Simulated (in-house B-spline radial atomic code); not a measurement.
# Ir²⁺: binding energies from hole states

How much more does a second hole in Ir²⁺ cost because of the first?

Method: Dirac-Coulomb PBE, spherical fractional occupations, Fermi nucleus, basis-set limit. Code: in-house B-spline radial atomic code version 1.

### 1 What is computed

```
element       : iridium (Z = 77)
charge        : +2
electrons     : 75
configuration : [Xe] 4f14 5d7
Hamiltonian   : Dirac-Coulomb
nucleus       : Fermi, rms radius 5.403 fm
```

Outer shells as boxes (Hund's rule):

[Xe] 4f14 5d7
```
[Xe] core
4f [↑↓][↑↓][↑↓][↑↓][↑↓][↑↓][↑↓]
5d [↑↓][↑↓][↑ ][↑ ][↑ ]
```

The boxes only draw the filling; these runs are spin-restricted and spherical.

Settings of the run:

```ini
Z = 77
electrons = 75.0
configuration = [Xe] 4f14 5d7
hamiltonian = dirac
method = pbe,pbe
spin_polarised = False
nucleus = fermi
rms_radius = 5.4032
mass_number = 193
atomic_mass = 192.962923753
speed_of_light = 137.035999084
```

From the earlier run of the reference: total energy -17853.539062 hartree. Levels, eight at most:

```tsv
orbital	occupation	energy (eV)	<r> (bohr)
4d5/2	6	-301.67	0.4831
5s1/2	2	-115.36	0.9793
5p1/2	2	-82.247	1.065
4f5/2	6	-81.406	0.5314
4f7/2	8	-78.287	0.5391
5p3/2	4	-68.684	1.163
5d3/2	2.8	-25.199	1.592
5d5/2	4.2	-23.882	1.648
```

Single holes known from earlier runs (ΔSCF): 2p1/2 12884.2 eV, 2p3/2 11235.3 eV, 3p3/2 2548.36 eV, 3d3/2 2136.61 eV, 3d5/2 2058.34 eV, 4d3/2 330.74 eV, 4f5/2 93.891 eV, 4f7/2 90.660 eV, 5s 123.64 eV.

### 2 The 3p3/2 and 3d5/2 holes

In configurations, a minus sign after the shell means j = l − 1/2 and a plus sign j = l + 1/2; the count of electrons follows.

Settings: those of step 1 with these lines changed.

```diff
@@ -1,4 +1,4 @@
 Z = 77
-electrons = 75.0
-configuration = [Xe] 4f14 5d7
+electrons = 73.0
+configuration = 1s2 2s2 2p6 3s2 3p-2 3p+3 3d-4 3d+5 4s2 4p6 4d10 4f14 5s2 5p6 5d7
 hamiltonian = dirac
```

Main fields of the result record, rounded:

```text
{
  "status": "converged",
  "iterations": 9,
  "energy [hartree]": {"total": -17681.8163763, "kinetic": 20162.3746533, "nuclear": -44163.1452649, "coulomb": 6660.07447152, "xc": -341.120236242},
  "breit [hartree]": {"gaunt": 21.80971, "retardation": -2.294359, "frequency_dependence": -0.3872982},
  "qed [hartree]": {"self_energy": 16.34655, "uehling": -3.218274, "wichmann_kroll": 0.1354682},
  "recoil [hartree]": 0.0309909,
  "total_with_corrections [hartree]": -17649.3935904,
  "orbitals [hartree, bohr; first row names the columns]": [
    ["name", "occ", "eps", "<r>"],
    ["1s1/2", 2.0, -2800.5922, 0.017442],
    ["2s1/2", 2.0, -495.6089, 0.072906],
    ["2p1/2", 2.0, -475.39603, 0.06011],
    ["2p3/2", 4.0, -415.46117, 0.068399],
    ["3s1/2", 2.0, -119.60349, 0.18866],
    ["3p1/2", 2.0, -110.61124, 0.17866],
    ["3p3/2", 3.0, -97.2578, 0.19366],
    ["3d3/2", 4.0, -82.352126, 0.16853],
    ["3d5/2", 5.0, -79.442919, 0.17312],
    ["4s1/2", 2.0, -27.537247, 0.41688],
    ["4p1/2", 2.0, -23.667611, 0.41892],
    ["4p3/2", 4.0, -20.42975, 0.45148],
    ["4d3/2", 4.0, -14.060481, 0.458],
    ["4d5/2", 6.0, -13.443595, 0.46866],
    ["4f5/2", 6.0, -5.2401232, 0.48978],
    ["4f7/2", 8.0, -5.1003883, 0.49626],
    ["5s1/2", 2.0, -5.6920894, 0.9427],
    ["5p1/2", 2.0, -4.4145161, 1.0118],
    ["5p3/2", 4.0, -3.8453684, 1.0974],
    ["5d3/2", 2.8, -2.0606196, 1.3686],
    ["5d5/2", 4.2, -1.991294, 1.4048]
  ],
  "sum_r [bohr^k]": {"-1": 573.5857, "1": 36.4912, "2": 34.21027},
  "energy_minus_base [hartree]": 171.722686,
  "energy_minus_base_with_corrections [hartree]": 171.435216
}
```

It took 1.1 s on 1 thread, shared host.

energy_minus_base is the energy less that of the reference run.

### 3 The 2p1/2 and 4f7/2 holes

Settings: those of step 2 with these lines changed.

```diff
@@ -2,3 +2,3 @@
 electrons = 73.0
-configuration = 1s2 2s2 2p6 3s2 3p-2 3p+3 3d-4 3d+5 4s2 4p6 4d10 4f14 5s2 5p6 5d7
+configuration = 1s2 2s2 2p-1 2p+4 3s2 3p6 3d10 4s2 4p6 4d10 4f-6 4f+7 5s2 5p6 5d7
 hamiltonian = dirac
```

Main fields:

```text
{
  "status": "converged",
  "iterations": 9,
  "energy [hartree]": {"total": -17375.6903812, "kinetic": 19702.3666921, "nuclear": -43364.4133272, "coulomb": 6622.59488776, "xc": -336.238633828},
  "breit [hartree]": {"gaunt": 20.21293, "retardation": -2.135487, "frequency_dependence": -0.4060113},
  "qed [hartree]": {"self_energy": 16.34211, "uehling": -3.205091, "wichmann_kroll": 0.1347791},
  "recoil [hartree]": 0.03182392,
  "total_with_corrections [hartree]": -17344.7153248,
  "orbitals [hartree, bohr; first row names the columns]": [
    ["name", "occ", "eps", "<r>"],
    ["1s1/2", 2.0, -2809.5779, 0.017433],
    ["2s1/2", 2.0, -498.72255, 0.072628],
    ["2p1/2", 1.0, -479.70936, 0.059797],
    ["2p3/2", 4.0, -419.02278, 0.068037],
    ["3s1/2", 2.0, -119.33069, 0.18826],
    ["3p1/2", 2.0, -110.47976, 0.17806],
    ["3p3/2", 4.0, -97.035974, 0.19317],
    ["3d3/2", 4.0, -82.061879, 0.16779],
    ["3d5/2", 6.0, -79.084187, 0.17246],
    ["4s1/2", 2.0, -27.44978, 0.4175],
    ["4p1/2", 2.0, -23.607642, 0.41943],
    ["4p3/2", 4.0, -20.383792, 0.45206],
    ["4d3/2", 4.0, -13.988048, 0.45929],
    ["4d5/2", 6.0, -13.369122, 0.47011],
    ["4f5/2", 6.0, -5.0130412, 0.50008],
    ["4f7/2", 7.0, -4.8805971, 0.50672],
    ["5s1/2", 2.0, -5.6917431, 0.94311],
    ["5p1/2", 2.0, -4.4190321, 1.0117],
    ["5p3/2", 4.0, -3.848478, 1.0973],
    ["5d3/2", 2.8, -2.0594868, 1.3698],
    ["5d5/2", 4.2, -1.9893011, 1.4065]
  ],
  "sum_r [bohr^k]": {"-1": 563.2125, "1": 36.4523, "2": 34.20422},
  "energy_minus_base [hartree]": 477.848681,
  "energy_minus_base_with_corrections [hartree]": 476.113482
}
```

It took 1.2 s on 1 thread, shared host.

Radial density 4πr²n(r) and radial functions P(r) = rR(r):

```tsv
r (bohr)	4πr²n	2p3/2	4f7/2	5d5/2
0.00171	20.52	0.0340	0.0000	0.0000
0.00260	35.77	0.0734	0.0000	0.0001
0.00396	58.12	0.1563	0.0000	0.0003
0.00602	84.54	0.3230	0.0000	0.0008
0.00916	105.0	0.6420	0.0001	0.0027
0.0139	106.0	1.1962	0.0004	0.0082
0.0212	91.92	2.0484	0.0018	0.0236
0.0322	98.77	3.0436	0.0077	0.0617
0.0490	127.6	3.6914	0.0305	0.1403
0.0745	116.3	3.2993	0.1062	0.2549
0.113	117.6	1.8887	0.3083	0.3143
0.172	125.3	0.5545	0.7137	0.1317
0.262	72.90	0.0607	1.2204	-0.2953
0.398	85.48	0.0016	1.4406	-0.4439
0.605	41.50	0.0000	1.1200	0.1006
0.921	20.97	0.0000	0.5469	0.8040
1.40	10.19	0.0000	0.1525	0.8991
2.13	1.803	0.0000	0.0198	0.4780
3.24	0.08724	0.0000	0.0008	0.1150
4.92	0.0004670	0.0000	0.0000	0.0087
```

On the record's full grid the radial density has clear maxima near r = 0.011, 0.060, 0.14, 0.40 bohr.

### 4 The 2p1/2 and 4f5/2 holes

Settings: those of step 3 with these lines changed.

```diff
@@ -2,3 +2,3 @@
 electrons = 73.0
-configuration = 1s2 2s2 2p-1 2p+4 3s2 3p6 3d10 4s2 4p6 4d10 4f-6 4f+7 5s2 5p6 5d7
+configuration = 1s2 2s2 2p-1 2p+4 3s2 3p6 3d10 4s2 4p6 4d10 4f-5 4f+8 5s2 5p6 5d7
 hamiltonian = dirac
```

Main fields:

```text
{
  "status": "converged",
  "iterations": 10,
  "energy [hartree]": {"total": -17375.5578805, "kinetic": 19701.9891435, "nuclear": -43363.3987879, "coulomb": 6622.07422236, "xc": -336.222458449},
  "breit [hartree]": {"gaunt": 20.20843, "retardation": -2.135539, "frequency_dependence": -0.4060532},
  "qed [hartree]": {"self_energy": 16.34264, "uehling": -3.205099, "wichmann_kroll": 0.1347795},
  "recoil [hartree]": 0.03182478,
  "total_with_corrections [hartree]": -17344.5868987,
  "orbitals [hartree, bohr; first row names the columns]": [
    ["name", "occ", "eps", "<r>"],
    ["1s1/2", 2.0, -2809.5914, 0.017433],
    ["2s1/2", 2.0, -498.73696, 0.072628],
    ["2p1/2", 1.0, -479.7236, 0.059797],
    ["2p3/2", 4.0, -419.03713, 0.068037],
    ["3s1/2", 2.0, -119.3436, 0.18826],
    ["3p1/2", 2.0, -110.49293, 0.17806],
    ["3p3/2", 4.0, -97.048669, 0.19317],
    ["3d3/2", 4.0, -82.075384, 0.16778],
    ["3d5/2", 6.0, -79.097583, 0.17246],
    ["4s1/2", 2.0, -27.455255, 0.41747],
    ["4p1/2", 2.0, -23.613103, 0.41939],
    ["4p3/2", 4.0, -20.388554, 0.45202],
    ["4d3/2", 4.0, -13.992795, 0.45923],
    ["4d5/2", 6.0, -13.373666, 0.47004],
    ["4f5/2", 5.0, -5.0175849, 0.4999],
    ["4f7/2", 8.0, -4.8850275, 0.50654],
    ["5s1/2", 2.0, -5.6923842, 0.94303],
    ["5p1/2", 2.0, -4.4195481, 1.0115],
    ["5p3/2", 4.0, -3.848865, 1.0972],
    ["5d3/2", 2.8, -2.0596699, 1.3696],
    ["5d5/2", 4.2, -1.9894678, 1.4063]
  ],
  "sum_r [bohr^k]": {"-1": 563.1993, "1": 36.45366, "2": 34.20286},
  "energy_minus_base [hartree]": 477.981182,
  "energy_minus_base_with_corrections [hartree]": 476.241908
}
```

It took 1.2 s on 1 thread, shared host.

### 5 The 2p1/2 and 5s holes

Settings: those of step 4 with these lines changed.

```diff
@@ -2,3 +2,3 @@
 electrons = 73.0
-configuration = 1s2 2s2 2p-1 2p+4 3s2 3p6 3d10 4s2 4p6 4d10 4f-5 4f+8 5s2 5p6 5d7
+configuration = 1s2 2s2 2p-1 2p+4 3s2 3p6 3d10 4s2 4p6 4d10 4f14 5s1 5p6 5d7
 hamiltonian = dirac
```

Main fields:

```text
{
  "status": "converged",
  "iterations": 9,
  "energy [hartree]": {"total": -17374.7735303, "kinetic": 19698.3944727, "nuclear": -43378.9346957, "coulomb": 6642.51537513, "xc": -336.748682444},
  "breit [hartree]": {"gaunt": 20.1966, "retardation": -2.133635, "frequency_dependence": -0.4060458},
  "qed [hartree]": {"self_energy": 16.32969, "uehling": -3.202794, "wichmann_kroll": 0.1346854},
  "recoil [hartree]": 0.03179537,
  "total_with_corrections [hartree]": -17343.8232343,
  "orbitals [hartree, bohr; first row names the columns]": [
    ["name", "occ", "eps", "<r>"],
    ["1s1/2", 2.0, -2809.3278, 0.017433],
    ["2s1/2", 2.0, -498.39511, 0.072623],
    ["2p1/2", 1.0, -479.39664, 0.059793],
    ["2p3/2", 4.0, -418.7001, 0.068032],
    ["3s1/2", 2.0, -118.92512, 0.18825],
    ["3p1/2", 2.0, -110.07835, 0.17804],
    ["3p3/2", 4.0, -96.63109, 0.19316],
    ["3d3/2", 4.0, -81.664209, 0.16776],
    ["3d5/2", 6.0, -78.684594, 0.17244],
    ["4s1/2", 2.0, -27.121286, 0.41838],
    ["4p1/2", 2.0, -23.281963, 0.42048],
    ["4p3/2", 4.0, -20.079889, 0.45349],
    ["4d3/2", 4.0, -13.689615, 0.46154],
    ["4d5/2", 6.0, -13.077584, 0.47255],
    ["4f5/2", 6.0, -4.7304034, 0.50823],
    ["4f7/2", 8.0, -4.6016982, 0.51525],
    ["5s1/2", 1.0, -5.6219226, 0.95018],
    ["5p1/2", 2.0, -4.3623277, 1.0205],
    ["5p3/2", 4.0, -3.8053729, 1.1068],
    ["5d3/2", 2.8, -2.0400111, 1.3849],
    ["5d5/2", 4.2, -1.9718801, 1.4215]
  ],
  "sum_r [bohr^k]": {"-1": 563.401, "1": 36.33392, "2": 34.19452},
  "energy_minus_base [hartree]": 478.765532,
  "energy_minus_base_with_corrections [hartree]": 477.005572
}
```

It took 1.1 s on 1 thread, shared host.

### 6 The 2p3/2 and 4d3/2 holes

Settings: those of step 5 with these lines changed.

```diff
@@ -2,3 +2,3 @@
 electrons = 73.0
-configuration = 1s2 2s2 2p-1 2p+4 3s2 3p6 3d10 4s2 4p6 4d10 4f14 5s1 5p6 5d7
+configuration = 1s2 2s2 2p-2 2p+3 3s2 3p6 3d10 4s2 4p6 4d-3 4d+6 4f14 5s2 5p6 5d7
 hamiltonian = dirac
```

Main fields:

```text
{
  "status": "converged",
  "iterations": 10,
  "energy [hartree]": {"total": -17427.1782363, "kinetic": 19903.3774235, "nuclear": -43622.2172903, "coulomb": 6629.0990867, "xc": -337.437456232},
  "breit [hartree]": {"gaunt": 20.8154, "retardation": -2.132434, "frequency_dependence": -0.3233853},
  "qed [hartree]": {"self_energy": 16.28857, "uehling": -3.221479, "wichmann_kroll": 0.1355719},
  "recoil [hartree]": 0.03144627,
  "total_with_corrections [hartree]": -17395.5845412,
  "orbitals [hartree, bohr; first row names the columns]": [
    ["name", "occ", "eps", "<r>"],
    ["1s1/2", 2.0, -2807.2911, 0.017437],
    ["2s1/2", 2.0, -498.36722, 0.072675],
    ["2p1/2", 2.0, -479.11288, 0.05986],
    ["2p3/2", 3.0, -418.60695, 0.068099],
    ["3s1/2", 2.0, -119.31664, 0.18831],
    ["3p1/2", 2.0, -110.44701, 0.17813],
    ["3p3/2", 4.0, -97.016824, 0.19323],
    ["3d3/2", 4.0, -82.126863, 0.16778],
    ["3d5/2", 6.0, -79.152658, 0.17245],
    ["4s1/2", 2.0, -27.472445, 0.41756],
    ["4p1/2", 2.0, -23.625518, 0.41954],
    ["4p3/2", 4.0, -20.405356, 0.45211],
    ["4d3/2", 3.0, -14.022856, 0.45912],
    ["4d5/2", 6.0, -13.40481, 0.46989],
    ["4f5/2", 6.0, -5.0464781, 0.49926],
    ["4f7/2", 8.0, -4.9136141, 0.50586],
    ["5s1/2", 2.0, -5.6965227, 0.94255],
    ["5p1/2", 2.0, -4.4217276, 1.0111],
    ["5p3/2", 4.0, -3.8504204, 1.0967],
    ["5d3/2", 2.8, -2.0612262, 1.3683],
    ["5d5/2", 4.2, -1.9909838, 1.405]
  ],
  "sum_r [bohr^k]": {"-1": 566.5607, "1": 36.46399, "2": 34.20844},
  "energy_minus_base [hartree]": 426.360826,
  "energy_minus_base_with_corrections [hartree]": 425.244265
}
```

It took 1.2 s on 1 thread, shared host.

### 7 The 3d3/2 and 5s holes

Settings: those of step 6 with these lines changed.

```diff
@@ -2,3 +2,3 @@
 electrons = 73.0
-configuration = 1s2 2s2 2p-2 2p+3 3s2 3p6 3d10 4s2 4p6 4d-3 4d+6 4f14 5s2 5p6 5d7
+configuration = 1s2 2s2 2p6 3s2 3p6 3d-3 3d+6 4s2 4p6 4d10 4f14 5s1 5p6 5d7
 hamiltonian = dirac
```

Main fields:

```text
{
  "status": "converged",
  "iterations": 9,
  "energy [hartree]": {"total": -17769.7543571, "kinetic": 20245.8804413, "nuclear": -44401.3380378, "coulomb": 6729.57689781, "xc": -343.873658391},
  "breit [hartree]": {"gaunt": 21.99139, "retardation": -2.333636, "frequency_dependence": -0.4056124},
  "qed [hartree]": {"self_energy": 16.3621, "uehling": -3.214614, "wichmann_kroll": 0.1353277},
  "recoil [hartree]": 0.03102071,
  "total_with_corrections [hartree]": -17737.1883814,
  "orbitals [hartree, bohr; first row names the columns]": [
    ["name", "occ", "eps", "<r>"],
    ["1s1/2", 2.0, -2797.5271, 0.017443],
    ["2s1/2", 2.0, -493.21257, 0.072938],
    ["2p1/2", 2.0, -472.86673, 0.060146],
    ["2p3/2", 4.0, -413.01635, 0.068442],
    ["3s1/2", 2.0, -118.02304, 0.18919],
    ["3p1/2", 2.0, -108.9525, 0.17925],
    ["3p3/2", 4.0, -95.706786, 0.19439],
    ["3d3/2", 3.0, -80.638671, 0.1693],
    ["3d5/2", 6.0, -77.76077, 0.17393],
    ["4s1/2", 2.0, -26.981356, 0.4199],
    ["4p1/2", 2.0, -23.10759, 0.42257],
    ["4p3/2", 4.0, -19.939022, 0.45563],
    ["4d3/2", 4.0, -13.573206, 0.46428],
    ["4d5/2", 6.0, -12.976548, 0.47519],
    ["4f5/2", 6.0, -4.7980866, 0.50702],
    ["4f7/2", 8.0, -4.6700973, 0.51387],
    ["5s1/2", 1.0, -5.6066179, 0.95285],
    ["5p1/2", 2.0, -4.3436183, 1.0246],
    ["5p3/2", 4.0, -3.7915126, 1.1109],
    ["5d3/2", 2.8, -2.0349148, 1.39],
    ["5d5/2", 4.2, -1.9681841, 1.4261]
  ],
  "sum_r [bohr^k]": {"-1": 576.6791, "1": 36.33689, "2": 34.36151},
  "energy_minus_base [hartree]": 83.7847053,
  "energy_minus_base_with_corrections [hartree]": 83.640425
}
```

Wall time 1.2 s (1 thread, shared host).

### 8 Results

| two holes | ΔSCF (eV) | less the two single holes (eV) |
| --- | --- | --- |
| 3p3/2 and 3d5/2 | 4672.81 | 66.11 |
| 2p1/2 and 4f7/2 | 13002.9 | 28.08 |
| 2p1/2 and 4f5/2 | 13006.5 | 28.45 |
| 2p1/2 and 5s | 13027.9 | 20.04 |
| 2p3/2 and 4d3/2 | 11601.9 | 35.86 |
| 3d3/2 and 5s | 2279.90 | 19.65 |

Two holes cost more than the sum of each, because the second electron leaves a more charged ion. The excess runs from 19.6 eV (3d3/2 and 5s) to 66.1 eV (3p3/2 and 3d5/2); it tends to be largest where both holes are compact. Values are for the free ion, measured from the vacuum level.
